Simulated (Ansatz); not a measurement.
# HfH (doublet): wave-function methods side by side at distance Hf1–H2 = 1.832 Å, def2-TZVP

How much of the correlation energy of HfH (doublet) does each wave-function method recover here?

Computed with Ansatz 0.2.0, Gaussian basis. Level: def2-TZVP, core rule «outside noble gas», up to 4 orbitals frozen.

To be run: UHF; CCSD(T) on ROHF; CCSD(T) on UHF; CISD; CCSDT(Q) on ROHF; CCSDT(Q) on UHF; CASSCF and MRCISD+Q, 3 electrons in 3 orbitals; CASSCF and NEVPT2, 3 electrons in 3 orbitals; Full CI.

35 further runs of the same task are left out: 23 for a known fault of the program, 12 that didn't finish.

## 1. What is computed

The geometry derives from a PBE0/def2-TZVP stationary point (not a proven minimum). One bond is set to the value named and the two fragments are kept rigid. No spin-orbit coupling is included. Elements past krypton take def2 core potentials.

2 atoms, charge 0, spin multiplicity 2.

Atoms are counted from 1 here; the program's logs count them from 0.

Bond lengths: Hf1–H2 1.832 Å.

## 2. UHF

in.yaml

```yaml
crystal:
  periodic: [false, false, false]
  atoms:
    - {symbol: Hf, position_ang: [0.000000, 0.000000, 0.000000]}
    - {symbol: H, position_ang: [0.000000, 0.000000, 1.831618]}
basis:
  gaussian: {orbitals: def2-TZVP}
magnetization: {spin_polarized: true, initial_magnetization: 1}
hamiltonian: {xc: hf}
output: {orbitals: {seedname: orbitals}}
```

Command:

```sh
ansatz run in.yaml --threads 1 --pin off --events-out ev --progress --plain --max-ram 2393MiB
```

The runs that follow: CCSD(T) on ROHF; CCSD(T) on UHF; CISD; CCSDT(Q) on ROHF; CCSDT(Q) on UHF; CASSCF and MRCISD+Q, 3 electrons in 3 orbitals; CASSCF and NEVPT2, 3 electrons in 3 orbitals; Full CI.

Q: Predict the results of all the runs planned. Wanted: FCI from the RHF energy; RMP2 from FCI; RCCSD from FCI; RCCSD(T) from FCI; RCCSDT(Q) from FCI; NEVPT2 pair from FCI; MRCISD+Q pair from FCI; T1 diagnostic; effectively unpaired electrons.

**Answer**, as computed:

```
                         quantity              value
          FCI from the ROHF energy         -2.5250 eV
                    RMP2 from FCI         +743.8 meV
                   RCCSD from FCI         +129.3 meV
                RCCSD(T) from FCI          +43.6 meV
               RCCSDT(Q) from FCI           +0.8 meV
             NEVPT2 pair from FCI         +733.5 meV
           MRCISD+Q pair from FCI          +56.9 meV
levels within 1 kcal/mol (43 meV)  RCCSDT, RCCSDT(Q)
                    T1 diagnostic              0.036
   effectively unpaired electrons               1.22
```

What this shows: RCCSD(T) lands +43.6 meV from the yardstick (1.7 % of the correlation energy). The occupations show some static correlation. Of the multireference levels listed MRCISD+Q pair comes nearest in total energy (+56.9 meV), which doesn't show that its space is the better one. Coupled cluster took another determinant than the lowest Hartree-Fock one. These misses are within one basis, not against nature.

With open shells the CI space here admits some triples and quadruples, so it is larger than plain CISD.
